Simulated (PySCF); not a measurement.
**[LuH2]+: other functionals and bases at one geometry**

An exercise on one series of results from a longer session: the logs are not shown, and one member is left open.

Computed with PySCF 2.14.0. Level: several levels, as the steps say, no spin–orbit coupling.

1 further run of the same task is left out (for a known fault of the program).

## Where the work starts

3 atoms, charge 1, spin multiplicity 1.

Bond lengths: Lu1–H2 1.847 Å, Lu1–H3 1.847 Å. Angles: H2–Lu1–H3 104.6°.

Coordinates:

| atom | x (Å) | y (Å) | z (Å) |
| --- | --- | --- | --- |
| Lu1 | 0.0000 | 0.0000 | -0.1844 |
| H2 | 1.4607 | 0.0000 | 0.9454 |
| H3 | -1.4607 | 0.0000 | 0.9454 |

Formal oxidation states: Lu +3. An earlier session relaxed this geometry at PBE0, Lu def2-SVP with ECP28, H def2-SVP (singlet, point group C2v).

At PBE0 on the finer grid: E = -1236.973615 Eh, HOMO -13.09 eV, LUMO -8.15 eV, Mulliken charge on Lu1 +1.06 e, largest force component 0.003 eV/Å. 

Levels to run: BLYP; HF; PBE0, TZVP. Hardware: 2 threads of Intel Xeon 6975P-C (Granite Rapids), shared host.

Set-up of the first run:

Input file run.py (the lines that set the calculation):

```python
mol = gto.M(atom='''
Lu     0.00000     0.00000    -0.18440
H      1.46075     0.00000     0.94537
H     -1.46075     0.00000     0.94537''',
    basis={'Lu': 'def2-SVP', 'H': 'def2-SVP'},
    ecp={'Lu': 'def2-SVP'},
    charge=1, spin=0)
mf = dft.RKS(mol, xc='BLYP')
mf.grids.atom_grid = (75, 302)  # f atoms: unpruned, at least (60, 302)
mf = mf.density_fit()  # fitting sets: Lu def2-universal-JKFIT, H def2-universal-JKFIT
mf.conv_tol = 1e-08; mf.max_cycle = 55
mf.kernel(dm0)  # dm0: the density of the relaxed state
```

On the command line:

```console
$ OMP_NUM_THREADS=2 python run.py
```

Among the steps run: BLYP; HF; PBE0, TZVP.

One of the session's tables, all rows but one given; the rest of the session is left out.

```
              level  HOMO (eV)  gap (eV)  charge on Lu1 (e)  dipole (D)  largest force component (eV/Å)
PBE0 (relaxed here)     -13.09      4.94               1.06        4.23                            0.00
               BLYP     -11.91      2.70               1.06        3.71                            0.28
                 HF          ?         ?                  ?           ?                               ?
         PBE0, TZVP     -13.09      4.94               1.11        4.24                            0.01
```

**Question.** Estimate the row for HF.

As computed: HOMO (eV): -15.85; gap (eV): 10.26; charge on Lu1 (e): 1.21; dipole (D): 5.34; largest force component (eV/Å): 0.37. In the column «HOMO (eV)» it is the lowest.

The dipole of a charged species depends on the origin, so these sizes hold for this origin alone.

In one basis the HOMO–LUMO gap runs from 2.70 eV (BLYP) to 10.26 eV (HF). The largest leftover force, 0.37 eV/Å with HF, stands at a geometry relaxed at another level. Total energies of different levels can't be compared.
